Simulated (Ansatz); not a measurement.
# B2FH3OSi: basis-set convergence

The task here is to estimate one member of a computed series from the others.

Program: Ansatz 0.2.0, Gaussian basis. Level of theory: one geometry, several basis sets. These are calculated values, not measurements.

Levels to be run: PBE0-D4/def2-SVP; ωB97M-V/def2-SVP; PBE0-D4/def2-QZVPP; ωB97M-V/def2-QZVPP; the functionals' def2-TZVPP values are taken from earlier runs.

## The geometry

An earlier PBE0-D4 in a triple-zeta def2 set relaxation fixed the geometry.

SMILES `FB1BO[SiH2]1`, 8 atoms, charge 0, spin multiplicity 1.

Atoms are counted from 1 here; the program's logs count them from 0.

Bond lengths: F1–B2 1.306 Å, B2–B3 1.746 Å, B2–Si5 2.041 Å, B3–O4 1.365 Å, B3–H6 1.197 Å, O4–Si5 1.721 Å, Si5–H7 1.489 Å, Si5–H8 1.489 Å. Angles: F1–B2–B3 139.6°, F1–B2–Si5 140.7°, B3–B2–Si5 79.7°, B2–B3–O4 98.8°, B2–B3–H6 140.6°, O4–B3–H6 120.6°, B3–O4–Si5 103.7°, B2–Si5–O4 77.8°, B2–Si5–H7 123.0°, B2–Si5–H8 123.0°, O4–Si5–H7 109.4°, O4–Si5–H8 109.4°, H7–Si5–H8 108.0°.

As a file:

```
F    -0.6346   -0.9121    2.2356
B    -0.2292   -0.3672    1.1199
B     0.8486    0.8909    0.5685
O     0.6444    0.7667   -0.7759
Si   -0.4996   -0.5130   -0.8974
H     1.6073    1.7123    0.9968
H    -1.7221   -0.0189   -1.5887
H     0.0773   -1.6157   -1.7146
```

The first run:

Input file in.yaml:

```yaml
crystal:
  periodic: [false, false, false]
  atoms:
    - {symbol: F, position_ang: [-0.634572, -0.912059, 2.235563]}
    - {symbol: B, position_ang: [-0.229184, -0.367207, 1.119906]}
    - {symbol: B, position_ang: [0.848609, 0.890922, 0.568507]}
    - {symbol: O, position_ang: [0.644439, 0.766743, -0.775904]}
    - {symbol: Si, position_ang: [-0.499608, -0.512992, -0.897421]}
    - {symbol: H, position_ang: [1.607310, 1.712252, 0.996766]}
    - {symbol: H, position_ang: [-1.722136, -0.018941, -1.588749]}
    - {symbol: H, position_ang: [0.077344, -1.615718, -1.714568]}
basis:
  gaussian: {orbitals: def2-SVP}
hamiltonian: {xc: pbe0, dispersion: d4}
output: {orbitals: {seedname: orbitals}}
```

Among the steps run: PBE0-D4 in def2-SVP; ωB97M-V in def2-SVP; PBE0-D4 in def2-QZVPP; ωB97M-V in def2-QZVPP.

One table of the session follows, with a row left open; its other results are not shown here.

It belongs to the step «Density functionals: the series». 

```
functional       basis  HOMO (eV)  LUMO (eV)
   PBE0-D4    def2-SVP      -7.05      -2.65
   PBE0-D4  def2-TZVPP      -7.05      -2.74
   PBE0-D4  def2-QZVPP      -7.05      -2.76
   ωB97M-V    def2-SVP          ?          ?
   ωB97M-V  def2-TZVPP      -9.14      -0.63
   ωB97M-V  def2-QZVPP      -9.15      -0.67
```

Estimate the missing values for ωB97M-V, def2-SVP.

**Answer.** HOMO (eV): -9.11; LUMO (eV): -0.46. In the column «HOMO (eV)» it lies between ωB97M-V, def2-TZVPP (-9.14) and PBE0-D4, def2-SVP (-7.05).
